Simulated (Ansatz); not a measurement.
What does this script print? It uses the Ansatz DFT code, driven from Python.

Script `brcl2sn_tae.py`:
```python
'''Energy to split BrCl2Sn into its atoms.'''

from collections import Counter

import ansatz as az


def energy_of(molecule, charge=0, unpaired=0):
    calc = molecule.calculation().basis(gaussian='def2-SVPD').functional('hf')
    if charge:
        calc = calc.charge(charge)
    if unpaired:
        calc = calc.spin('collinear', total=unpaired)
    report = calc.run(threads=1, pin='off').report
    if report['published_state_doubts']:
        print('  doubts:', report['published_state_doubts'])
    return report['free_energy_ev']

geometry_ang = [
    ('Cl', [1.2886, 0.5196, 1.7883]),
    ('Sn', [-0.502, -0.1059, 0.3339]),
    ('Cl', [0.0407, -2.1425, -0.7057]),
    ('Br', [-0.7718, 1.6685, -1.4367]),
]
molecule = az.Crystal.molecule()
for symbol, xyz in geometry_ang:
    molecule = molecule.atom(symbol, xyz)

# Hund ground states
unpaired = {'Cl': 1, 'Sn': 2, 'Br': 1}
counts = Counter(site.symbol for site in molecule.cartesian_sites)
atom_energy = {s: energy_of(az.Crystal.molecule().atom(s, (0, 0, 0)), 0, unpaired[s]) for s in counts}
whole = energy_of(molecule, 0, 1)
for s, e in atom_energy.items():
    print(f'{s:2s} x{counts[s]}  {e:14.5f} eV')
print(f'BrCl2Sn: {whole:.5f} eV')
split = sum(counts[s] * e for s, e in atom_energy.items()) - whole
print(f'atomisation energy (no zero-point term): {23.060548 * split:.1f} kcal/mol, {split / sum(counts.values()):.3f} eV an atom')
```

Running `python brcl2sn_tae.py` prints:
```text
Cl x2    -12498.90258 eV
Sn x1     -5805.18161 eV
Br x1    -69990.00139 eV
BrCl2Sn: -100799.30519 eV
atomisation energy (no zero-point term): 145.7 kcal/mol, 1.579 eV an atom
```

145.7 kcal/mol from the electronic energies, without the zero-point term.

Total energies depend on the basis set; only differences at equal settings carry meaning. The geometry is a force-field or estimated start, not a minimum of this method, and the basis set is short of its limit. All parts are taken at fixed geometry, without zero-point energy. def2 sets replace the cores of elements past krypton by effective core potentials. The run takes the species as open-shell (spin multiplicity 2), which needn't be its ground state. Hartree-Fock leaves correlation out, so bond, atomisation and ionisation energies come out well too low. The spin-orbit lowering of heavy atoms is left out. Finished in 8.2 s on 1 thread of Arm Neoverse V1, on a shared host, peak memory 0.52 GiB.
